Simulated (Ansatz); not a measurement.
# CH8AlBSn: basis-set convergence

The task here is to estimate one member of a computed series from the others.

The runs use Ansatz 0.2.0, Gaussian basis; one geometry, several basis sets.

Plan: PBE0-D4/def2-SVP; ωB97M-V/def2-SVP; PBE0-D4/def2-QZVPP; ωB97M-V/def2-QZVPP; the functionals' def2-TZVPP values are taken from earlier runs.

## The geometry

The geometry comes from an earlier relaxation with PBE0-D4 in a triple-zeta def2 set; it is a stationary point, not always the lowest conformer. Sn takes the def2 core potential; no spin-orbit term is included.

SMILES `C[BH][SnH2][AlH2]`, 12 atoms, charge 0, spin multiplicity 1.

Atoms are counted from 1 here; the program's logs count them from 0.

Bond lengths: C1–B2 1.551 Å, C1–H5 1.090 Å, C1–H6 1.103 Å, C1–H7 1.095 Å, B2–Sn3 2.246 Å, B2–H8 1.199 Å, Sn3–Al4 2.659 Å, Sn3–H9 1.718 Å, Sn3–H10 1.714 Å, Al4–H11 1.589 Å, Al4–H12 1.590 Å. Angles: B2–C1–H5 116.8°, B2–C1–H6 105.6°, B2–C1–H7 111.9°, H5–C1–H6 107.6°, H5–C1–H7 109.7°, H6–C1–H7 104.4°, C1–B2–Sn3 123.6°, C1–B2–H8 118.8°, Sn3–B2–H8 117.4°, B2–Sn3–Al4 111.5°, B2–Sn3–H9 110.3°, B2–Sn3–H10 111.4°, Al4–Sn3–H9 108.1°, Al4–Sn3–H10 109.1°, H9–Sn3–H10 106.3°, Sn3–Al4–H11 121.3°, Sn3–Al4–H12 120.2°, H11–Al4–H12 118.5°.

Set-up of the first run:

in.yaml

```yaml
crystal:
  periodic: [false, false, false]
  atoms:
    - {symbol: C, position_ang: [-1.300226, 1.794028, -0.295796]}
    - {symbol: B, position_ang: [-1.011354, 0.360912, -0.812557]}
    - {symbol: Sn, position_ang: [1.005377, -0.620678, -0.690764]}
    - {symbol: Al, position_ang: [1.315308, -1.926033, 1.604616]}
    - {symbol: H, position_ang: [-0.435699, 2.423188, -0.083627]}
    - {symbol: H, position_ang: [-1.855431, 1.662643, 0.647773]}
    - {symbol: H, position_ang: [-1.995704, 2.331432, -0.949462]}
    - {symbol: H, position_ang: [-1.924069, -0.301723, -1.220729]}
    - {symbol: H, position_ang: [2.248956, 0.558957, -0.804449]}
    - {symbol: H, position_ang: [1.252397, -1.708803, -1.992033]}
    - {symbol: H, position_ang: [1.098611, -3.497848, 1.697781]}
    - {symbol: H, position_ang: [1.678737, -1.131276, 2.933248]}
basis:
  gaussian: {orbitals: def2-SVP}
hamiltonian: {xc: pbe0, dispersion: d4}
output: {orbitals: {seedname: orbitals}}
```

Launch:

```bash
$ ansatz run in.yaml --threads 4 --pin off --events-out ev --progress --plain --max-ram 10444MiB
```

Among the steps run: PBE0-D4 in def2-SVP; ωB97M-V in def2-SVP; PBE0-D4 in def2-QZVPP; ωB97M-V in def2-QZVPP.

One table of the session follows, with a row left open; its other results are not shown here.

It belongs to the step «Functionals by basis». 

| functional | basis | HOMO (eV) | LUMO (eV) |
| --- | --- | --- | --- |
| PBE0-D4 | def2-SVP | ? | ? |
| PBE0-D4 | def2-TZVPP | -6.88 | -2.27 |
| PBE0-D4 | def2-QZVPP | -6.88 | -2.28 |
| ωB97M-V | def2-SVP | -8.74 | -0.50 |
| ωB97M-V | def2-TZVPP | -8.79 | -0.60 |
| ωB97M-V | def2-QZVPP | -8.79 | -0.67 |

**Question.** Estimate the row for PBE0-D4, def2-SVP.

The run gave: HOMO (eV): -6.86; LUMO (eV): -2.24. In the column «HOMO (eV)» it is the highest.
